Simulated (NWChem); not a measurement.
**the pair MgNH3S···BH2SF: a chain of runs**

Aim: a single-point energy (singlet MgBNH5S2F, revPBE-D3(BJ)/def2-SVP), then a single-point energy (singlet MgNH3S, revPBE-D3(BJ)/def2-SVP), then a single-point energy (singlet BH2SF, revPBE-D3(BJ)/def2-SVP), then a single-point energy (singlet MgNH3S, revPBE-D3(BJ)/def2-SVP), then a single-point energy (singlet BH2SF, revPBE-D3(BJ)/def2-SVP) of BFH5MgNS2 and its partners. 

Program for the calculation: NWChem 7.3.0.

## 1. The system as given

MgBNH5S2F: 11 atoms, total charge 0, spin state singlet. The two molecules were placed rigidly side by side, at 0.8 times their contact distance; the pair isn't optimised.

Bond lengths: N1–Mg2 1.879 Å, Mg2–S3 2.290 Å, F7–B8 1.322 Å, B8–S9 1.794 Å, N1–H4 1.009 Å, N1–H5 1.009 Å, S3–H6 1.345 Å, B8–H10 1.194 Å, S9–H11 1.342 Å. Angles: N1–Mg2–S3 179.2°, F7–B8–S9 117.9°, Mg2–N1–H4 126.4°, Mg2–N1–H5 126.4°, Mg2–S3–H6 92.8°, F7–B8–H10 119.5°, S9–B8–H10 122.6°, B8–S9–H11 94.9°, H4–N1–H5 107.3°.

## 2. A single-point energy at revPBE-D3(BJ)/def2-SVP (run 1)

File bfh5mgns2.nw:

```
start bfh5mgns2
title "BFH5MgNS2 energy"
memory total 2200 mb
charge 0

geometry units angstroms noautosym nocenter noautoz
 N    -1.038820    0.204270   -1.107820
 Mg    0.039780    0.010170    0.418580
 S     1.330680   -0.219830    2.296280
 H    -1.185520    1.053270   -1.632620
 H    -1.575320   -0.522130   -1.557620
 H     2.429180   -0.525730    1.583180
 F     0.276160    4.084380    0.103190
 B     1.274580    3.266390    0.389070
 S     2.816680    3.988530    0.954810
 H     1.124180    2.088540    0.264530
 H     3.448100    2.813090    1.094890
end

basis spherical bse
 * library def2-SVP
end

dft
 xc revpbe cpbe96
 disp vdw 4
 grid fine
 convergence energy 1e-08
 iterations 100
 mulliken
 print low
end

task dft energy
```

Command:

```bash
nwchem bfh5mgns2.nw > bfh5mgns2.out
```

Output:

```text
[...]
 d= 0,ls=0.0,diis     1  -1178.2049965389 -1.52D+03  2.44D-02  1.16D+00     2.8
[...]
 d= 0,ls=0.0,diis    12  -1178.3601324260 -4.39D-09  5.48D-07  5.00D-09    27.6
         Total DFT energy =    -1178.360132426032
      One electron energy =    -2301.681391619411
           Coulomb energy =      876.949390449073
    Exchange-Corr. energy =      -90.944881471438
 Nuclear repulsion energy =      337.337448553698
    Dispersion correction =       -0.020698337955
[...]
      Total Density - Mulliken Population Analysis
     ---------------------------------------------
    Atom       Charge   Shell Charges
 -----------   ------   -------------------------------------------------------
    1 N    7     7.49   1.99  0.97  0.50  2.41  1.60  0.01
    2 Mg  12    11.59   2.00  1.98  0.56  0.01  5.97  0.40  0.35  0.32
    3 S   16    16.33   2.00  1.98  1.24  0.61  5.92  1.81  2.73  0.03
    4 H    1     0.89   0.72  0.12  0.05
    5 H    1     0.89   0.72  0.12  0.05
    6 H    1     0.91   0.72  0.16  0.03
    7 F    9     9.05   1.99  1.14  0.72  3.36  1.84  0.01
    8 B    5     4.88   1.99  0.83  0.09  1.53  0.30  0.14
    9 S   16    16.05   2.00  1.98  1.26  0.58  5.92  1.85  2.42  0.05
   10 H    1     1.01   0.78  0.22  0.01
[...]
```

Wall time 28 s (1 thread of Intel Xeon Platinum 8559C (Emerald Rapids), shared host); peak memory 0.13 GiB.

## 3. MgNH3S: a single-point energy at revPBE-D3(BJ)/def2-SVP (run 2)

File nw.nw:

```
start nw
title "H3MgNS revPBE"
memory stack 880 mb heap 220 mb global 1100 mb

geometry noautosym nocenter noautoz
  N    -1.038820    0.204270   -1.107820
  Mg    0.039780    0.010170    0.418580
  S     1.330680   -0.219830    2.296280
  H    -1.185520    1.053270   -1.632620
  H    -1.575320   -0.522130   -1.557620
  H     2.429180   -0.525730    1.583180
end

basis spherical bse
  N library def2-SVP
  Mg library def2-SVP
  S library def2-SVP
  H library def2-SVP
end

dft
  xc revpbe cpbe96
  disp vdw 4
  grid fine
  convergence energy 1e-08
  iterations 100
  mulliken
  noprint "final vectors analysis"
end

task dft energy
```

Command:

```bash
nwchem nw.nw > nw.out
```

Output:

```text
[...]
          Wavefunction type:  closed shell.
          No. of atoms     :     6
          No. of electrons :    38
[...]
          Charge           :     0
          Spin multiplicity:     1
[...]
          AO basis - number of functions:    65
[...]
              XC Information
              --------------
                        RevPBE Exchange Functional  1.000
            Perdew 1991 LDA Correlation Functional  1.000 local
           PerdewBurkeErnz. Correlation Functional  1.000 non-local
[...]
 d= 0,ls=0.0,diis     1   -654.4437220660 -7.62D+02  2.63D-02  5.90D-01     0.7
[...]
 d= 0,ls=0.0,diis    11   -654.5211745726 -1.04D-09  3.18D-07  2.05D-10     6.1
         Total DFT energy =     -654.521174572555
      One electron energy =    -1121.062917435463
           Coulomb energy =      408.695324863251
    Exchange-Corr. energy =      -50.099744574529
 Nuclear repulsion energy =      107.954585044629
    Dispersion correction =       -0.008422470443
[...]
      Total Density - Mulliken Population Analysis
     ---------------------------------------------
    Atom       Charge   Shell Charges
 -----------   ------   -------------------------------------------------------
    1 N    7     7.49   1.99  0.97  0.51  2.41  1.61  0.01
    2 Mg  12    11.50   2.00  1.98  0.55  0.01  5.97  0.39  0.31  0.29
    3 S   16    16.32   2.00  1.98  1.24  0.61  5.92  1.81  2.72  0.03
    4 H    1     0.89   0.72  0.12  0.05
    5 H    1     0.89   0.72  0.12  0.05
    6 H    1     0.91   0.71  0.16  0.03
[...]
```

Run time: 6.6 s. Hardware: 1 thread of Intel Xeon Platinum 8559C (Emerald Rapids), shared host; peak memory 0.12 GiB.

## 4. BH2SF: the energy at revPBE-D3(BJ)/def2-SVP (run 3)

File bfh2s.nw:

```
start bfh2s
title "BFH2S"
memory stack 880 mb heap 220 mb global 1100 mb
geometry units angstrom noautosym nocenter noautoz
   F      0.276160     4.084380     0.103190
   B      1.274580     3.266390     0.389070
   S      2.816680     3.988530     0.954810
   H      1.124180     2.088540     0.264530
   H      3.448100     2.813090     1.094890
end
basis spherical bse
   * library def2-SVP
end
dft
   xc revpbe cpbe96
   disp vdw 4
   grid fine
   convergence energy 1e-08
   maxiter 100
   mulliken
   print low
end
task dft energy
```

Command:

```bash
nwchem bfh2s.nw > bfh2s.out
```

Output:

```text
[...]
 d= 0,ls=0.0,diis     1   -523.7652296033 -6.10D+02  2.53D-02  5.16D-01     0.5
[...]
 d= 0,ls=0.0,diis    10   -523.8336444083 -7.83D-09  6.97D-07  1.79D-09     3.9
         Total DFT energy =     -523.833644408259
      One electron energy =     -895.408452471797
           Coulomb energy =      325.785750667051
    Exchange-Corr. energy =      -40.839940825559
 Nuclear repulsion energy =       86.635641799021
    Dispersion correction =       -0.006643576975
[...]
      Total Density - Mulliken Population Analysis
     ---------------------------------------------
    Atom       Charge   Shell Charges
 -----------   ------   -------------------------------------------------------
    1 F    9     9.05   1.99  1.14  0.72  3.36  1.84  0.01
    2 B    5     4.92   1.99  0.81  0.14  1.53  0.32  0.14
    3 S   16    16.06   2.00  1.98  1.25  0.58  5.92  1.85  2.42  0.05
    4 H    1     1.05   0.75  0.28  0.01
    5 H    1     0.91   0.72  0.16  0.03
[...]
```

Wall time 4.5 s (1 thread of Intel Xeon Platinum 8559C (Emerald Rapids), shared host); peak memory 0.12 GiB.

## 5. MgNH3S among ghost functions: the energy at revPBE-D3(BJ)/def2-SVP (with ghost functions) (run 4)

File job.nw:

```
start job
title "H3MgNS"
memory stack 880 mb heap 220 mb global 1100 mb

geometry noautosym nocenter noautoz
N    -1.038820    0.204270   -1.107820
Mg    0.039780    0.010170    0.418580
S     1.330680   -0.219830    2.296280
H    -1.185520    1.053270   -1.632620
H    -1.575320   -0.522130   -1.557620
H     2.429180   -0.525730    1.583180
bqF      0.276160     4.084380     0.103190
bqB      1.274580     3.266390     0.389070
bqS      2.816680     3.988530     0.954810
bqH      1.124180     2.088540     0.264530
bqH      3.448100     2.813090     1.094890
end

basis spherical bse
N library def2-SVP
Mg library def2-SVP
S library def2-SVP
H library def2-SVP
bqF library F def2-SVP
bqB library B def2-SVP
bqS library S def2-SVP
bqH library H def2-SVP
end

dft
xc revpbe cpbe96
disp vdw 4
grid fine
convergence energy 1e-08
maxiter 100
mulliken
print low
end

task dft energy
```

Command:

```bash
nwchem job.nw > job.out
```

Output:

```text
[...]
 d= 0,ls=0.0,diis     1   -654.4445347676 -7.62D+02  1.44D-02  5.91D-01     2.5
[...]
 d= 0,ls=0.0,diis    11   -654.5220242457 -1.03D-09  1.78D-07  2.03D-10    24.1
         Total DFT energy =     -654.522024245651
      One electron energy =    -1121.039644984927
           Coulomb energy =      408.669585530224
    Exchange-Corr. energy =      -50.098127365134
 Nuclear repulsion energy =      107.954585044629
    Dispersion correction =       -0.008422470443
[...]
      Total Density - Mulliken Population Analysis
     ---------------------------------------------
    Atom       Charge   Shell Charges
 -----------   ------   -------------------------------------------------------
    1 N    7     7.49   1.99  0.97  0.50  2.41  1.60  0.01
    2 Mg  12    11.52   2.00  1.98  0.56 -0.00  5.97  0.39  0.33  0.29
    3 S   16    16.32   2.00  1.98  1.25  0.61  5.92  1.81  2.72  0.03
    4 H    1     0.89   0.72  0.12  0.05
    5 H    1     0.89   0.72  0.12  0.05
    6 H    1     0.90   0.71  0.15  0.03
    7 X    0    -0.00   0.00 -0.00  0.00  0.00 -0.00 -0.00
    8 X    0     0.03  -0.00  0.00  0.02  0.00  0.01  0.00
    9 X    0    -0.00  -0.00 -0.00  0.00 -0.00 -0.00  0.00 -0.00 -0.00
   10 X    0    -0.04   0.00 -0.04  0.00
[...]
```

It took 25 s on 1 thread of Intel Xeon Platinum 8559C (Emerald Rapids), shared host; peak memory 0.13 GiB.

## 6. BH2SF among ghost functions: the energy at revPBE-D3(BJ)/def2-SVP (with ghost functions) (run 5)

File bfh2s.nw:

```
start bfh2s
title "BFH2S energy"
memory stack 880 mb heap 220 mb global 1100 mb
charge 0

geometry units atomic noautosym nocenter noautoz
   F    0.52186677   7.71835959   0.19500084
   B    2.40860712   6.17258252   0.73523574
   S    5.32275378   7.53722934   1.80432940
   H    2.12439231   3.94676860   0.49988925
   H    6.51596465   5.31596966   2.06904224
   bqN     -1.963085     0.386014    -2.093476
   bqMg     0.075173     0.019219     0.791002
   bqS      2.514621    -0.415418     4.339340
   bqH     -2.240308     1.990392    -3.085205
   bqH     -2.976923    -0.986683    -2.943475
   bqH      4.590485    -0.993486     2.991777
end

basis "ao basis" spherical bse
   F library def2-SVP
   B library def2-SVP
   S library def2-SVP
   H library def2-SVP
   bqN library N def2-SVP
   bqMg library Mg def2-SVP
   bqS library S def2-SVP
   bqH library H def2-SVP
end

dft
   xc revpbe cpbe96
   disp vdw 4
   grid fine
   convergence energy 1e-08
   iterations 100
   mulliken
   print low
end

task dft
```

Command:

```bash
nwchem bfh2s.nw > bfh2s.out
```

Output:

```text
[...]
 d= 0,ls=0.0,diis     1   -523.7660670227 -6.10D+02  1.20D-02  5.19D-01     2.4
[...]
 d= 0,ls=0.0,diis    10   -523.8345624237 -7.89D-09  3.31D-07  1.78D-09    21.2
         Total DFT energy =     -523.834562423704
      One electron energy =     -895.386731530569
           Coulomb energy =      325.761005315359
    Exchange-Corr. energy =      -40.837828247412
 Nuclear repulsion energy =       86.635635615642
    Dispersion correction =       -0.006643576724
[...]
      Total Density - Mulliken Population Analysis
     ---------------------------------------------
    Atom       Charge   Shell Charges
 -----------   ------   -------------------------------------------------------
    1 F    9     9.05   1.99  1.14  0.72  3.36  1.84  0.01
    2 B    5     4.95   1.99  0.83  0.15  1.53  0.32  0.14
    3 S   16    16.06   2.00  1.98  1.26  0.58  5.92  1.85  2.43  0.05
    4 H    1     0.96   0.76  0.19  0.01
    5 H    1     0.91   0.72  0.16  0.03
    6 X    0     0.00  -0.00 -0.00  0.00  0.00 -0.00 -0.00
    7 X    0     0.06  -0.00 -0.00 -0.00  0.02 -0.00 -0.00  0.03  0.01
    8 X    0     0.00   0.00  0.00 -0.00  0.00  0.00 -0.00  0.00 -0.00
    9 X    0    -0.00   0.00 -0.00 -0.00
   10 X    0     0.00  -0.00  0.00 -0.00
[...]
```

Wall time 22 s (1 thread of Intel Xeon Platinum 8559C (Emerald Rapids), shared host); peak memory 0.13 GiB.

## 7. Outcome

```
                                                                                                                   quantity           value
                                                                                run 1, revPBE-D3(BJ)/def2-SVP: total energy  -1178.36013 Eh
                                                                           run 1, revPBE-D3(BJ)/def2-SVP: dispersion energy   -54.34 kJ/mol
                                                                                                       MgNH3S: total energy   -654.52117 Eh
                                                                                                      MgNH3S: dipole moment          1.95 D
                                                                                                  MgNH3S: dispersion energy   -22.11 kJ/mol
                                                                                                        BH2SF: total energy   -523.83364 Eh
                                                                                                   BH2SF: dispersion energy   -17.44 kJ/mol
                                                                                 MgNH3S among ghost functions: total energy   -654.52202 Eh
                                                                            MgNH3S among ghost functions: dispersion energy   -22.11 kJ/mol
                                                                                  BH2SF among ghost functions: total energy   -523.83456 Eh
                                                                             BH2SF among ghost functions: dispersion energy   -17.44 kJ/mol
              interaction energy of the rigid parts MgNH3S and BH2SF (parts in their own basis; closest atoms 2.35 Å apart)       -0.145 eV
interaction energy of the rigid parts MgNH3S and BH2SF (parts in the whole basis, counterpoise; closest atoms 2.35 Å apart)       -0.096 eV
```

What this shows: The interaction energy of the rigid parts MgNH3S and BH2SF (parts in their own basis; closest atoms 2.35 Å apart) is −0.14 eV (−3.3 kcal/mol): the parts attract. Without counterpoise this holds the superposition error of the basis. The interaction energy of the rigid parts MgNH3S and BH2SF (parts in the whole basis, counterpoise; closest atoms 2.35 Å apart) is −0.10 eV (−9.3 kJ/mol): the parts attract. The basis-set superposition error is 4.6 kJ/mol. Mulliken charges (run 1, revPBE-D3(BJ)/def2-SVP) run from -0.49 on N1 to +0.41 on Mg2.
